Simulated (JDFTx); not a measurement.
The system is NbTe2.

```xyz
3
Lattice="3.7205 0.0000 0.0000 -1.8602 3.2220 0.0000 0.0000 0.0000 7.1483" Properties=species:S:1:pos:R:3 pbc="T T T"
Te    0.0000    2.1480    1.8183
Te    1.8602    1.0740    5.3300
Nb    0.0000    0.0000    0.0000
```

Measurements of this composition are mostly on another form, of space group No. 12.

| Item | Value |
| --- | --- |
| Program | JDFTx 1.7.0 (patched build) |
| Task | single point |
| Functional | PBEsol |
| Potentials or basis | PseudoDojo-SR-PBEsol-0.4.1-standard with smoothed tails |
| Cutoff | 1116 eV |
| Density cutoff | 8925 eV |
| k mesh | 8 × 8 × 4 |
| Occupations | fermi-dirac, width 0.05 eV |
| Spin | no spin polarisation |

On this cell: pressure -3.3 GPa; largest force 0.103 eV/Å; band gap on the k mesh none (metal or under the smearing width).

The same run follows on a disturbed copy (atoms moved at random, drawn with an rms of 0.05 Å):

```
Te Nb
1.0
     3.72046    0.00000    0.00000
    -1.86023    3.22202    0.00000
     0.00000    0.00000    7.14827
Te Nb
2 1
Direct
  0.33429 0.67666 0.25116
  0.67594 0.34340 0.74120
  0.00660 0.00327 0.99994
```

Task: What changes?

Result: The energy (extrapolated to zero smearing) moves by +3.5 meV/atom; pressure -3.4 GPa; largest force 0.461 eV/Å; band gap on the k mesh none (metal or under the smearing width).

Forces on the atoms (eV/Å):
```
Te   0.148 -0.077  0.072
Te  -0.021 -0.063  0.349
Nb  -0.127  0.139 -0.421
```

Stress tensor (GPa, compression positive):
```
-3.80 -0.22  0.54
-0.22 -3.86 -0.04
 0.54 -0.04 -2.66
```

Caveats: this functional lacks dispersion, which binds the layers, so the pressure and a relaxed spacing across them are unreliable (some runs).
